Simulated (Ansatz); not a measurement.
# RbB6H6: the cost of one run

Computed with Ansatz 0.2.0 (DFT, PBE, plane-wave PAW, default files, scalar-relativistic, unless a step's input says otherwise).

### 1 The structure to begin with

The structure is cubic, space group Fm-3 (No. 202). The conventional cell has a = 10.850 Å, b = 10.850 Å, c = 10.850 Å, α = 90.00°, β = 90.00°, γ = 90.00°. Rb (site symmetry 23) has 12 H at 3.14 Å and 12 B at 3.55 Å as nearest neighbours. B (site symmetry m) is surrounded by 1 H at 1.24 Å. Around H (site symmetry m) lie 1 B at 1.24 Å.

Coordinates:

```
CELL_PARAMETERS angstrom
0.00000 5.42500 5.42500
5.42500 0.00000 5.42500
5.42500 5.42500 0.00000
ATOMIC_POSITIONS crystal
Rb 0.25000 0.25000 0.25000
Rb 0.75000 0.75000 0.75000
B 0.20800 0.94200 0.05800
B 0.94200 0.20800 0.79200
B 0.79200 0.05800 0.94200
B 0.05800 0.79200 0.20800
B 0.05800 0.20800 0.94200
B 0.79200 0.94200 0.20800
B 0.94200 0.79200 0.05800
B 0.20800 0.05800 0.79200
B 0.94200 0.05800 0.20800
B 0.20800 0.79200 0.94200
B 0.05800 0.94200 0.79200
B 0.79200 0.20800 0.05800
H 0.34800 0.86200 0.13800
H 0.86200 0.34800 0.65200
H 0.65200 0.13800 0.86200
H 0.13800 0.65200 0.34800
H 0.13800 0.34800 0.86200
H 0.65200 0.86200 0.34800
H 0.86200 0.65200 0.13800
H 0.34800 0.13800 0.65200
H 0.86200 0.13800 0.34800
H 0.34800 0.65200 0.86200
H 0.13800 0.86200 0.65200
H 0.65200 0.34800 0.13800
```

### 2 Relaxation of the positions

Input file input.yaml:

```yaml
crystal:
  lattice:
    - [0.0, 5.425, 5.425]
    - [5.425, 0.0, 5.425]
    - [5.425, 5.425, 0.0]
  atoms:
    - { symbol: Rb, position: [0.25, 0.25, 0.25] }
    - { symbol: Rb, position: [0.75, 0.75, 0.75] }
    - { symbol: B, position: [0.208, 0.942, 0.058] }
    - { symbol: B, position: [0.942, 0.208, 0.792] }
    - { symbol: B, position: [0.792, 0.058, 0.942] }
    - { symbol: B, position: [0.058, 0.792, 0.208] }
    - { symbol: B, position: [0.058, 0.208, 0.942] }
    - { symbol: B, position: [0.792, 0.942, 0.208] }
    - { symbol: B, position: [0.942, 0.792, 0.058] }
    - { symbol: B, position: [0.208, 0.058, 0.792] }
    - { symbol: B, position: [0.942, 0.058, 0.208] }
    - { symbol: B, position: [0.208, 0.792, 0.942] }
    - { symbol: B, position: [0.058, 0.942, 0.792] }
    - { symbol: B, position: [0.792, 0.208, 0.058] }
    - { symbol: H, position: [0.348, 0.862, 0.138] }
    - { symbol: H, position: [0.862, 0.348, 0.652] }
    - { symbol: H, position: [0.652, 0.138, 0.862] }
    - { symbol: H, position: [0.138, 0.652, 0.348] }
    - { symbol: H, position: [0.138, 0.348, 0.862] }
    - { symbol: H, position: [0.652, 0.862, 0.348] }
    - { symbol: H, position: [0.862, 0.652, 0.138] }
    - { symbol: H, position: [0.348, 0.138, 0.652] }
    - { symbol: H, position: [0.862, 0.138, 0.348] }
    - { symbol: H, position: [0.348, 0.652, 0.862] }
    - { symbol: H, position: [0.138, 0.862, 0.652] }
    - { symbol: H, position: [0.652, 0.348, 0.138] }
kpoints:
  mp_grid: { grid: [5, 5, 5] }
scf:
  occupations: { method: fermi_dirac, width: 0.05 }
hamiltonian:
  xc: pbe
  pseudopotentials: { kind: paw }
output:
  forces: true
  stress: true
  populations: true
  efg:
    quadrupole_moments_barn: { Rb: 0.1335, B: 0.04059, H: 0.00285783 }
    contact_densities: true
relax:
  f_tol: 0.02
  max_steps: 60
```

On the command line:

```
$ ansatz run input.yaml --threads 1 --pin off --max-ram 2560MiB --backend cpu --events-out ev --progress --plain --runs-dir out
```

**Question.** How long does this run take on 1 thread of an Arm CPU, shared host, and how much memory does it need?

About 71 s, with a peak of 0.6 GiB.
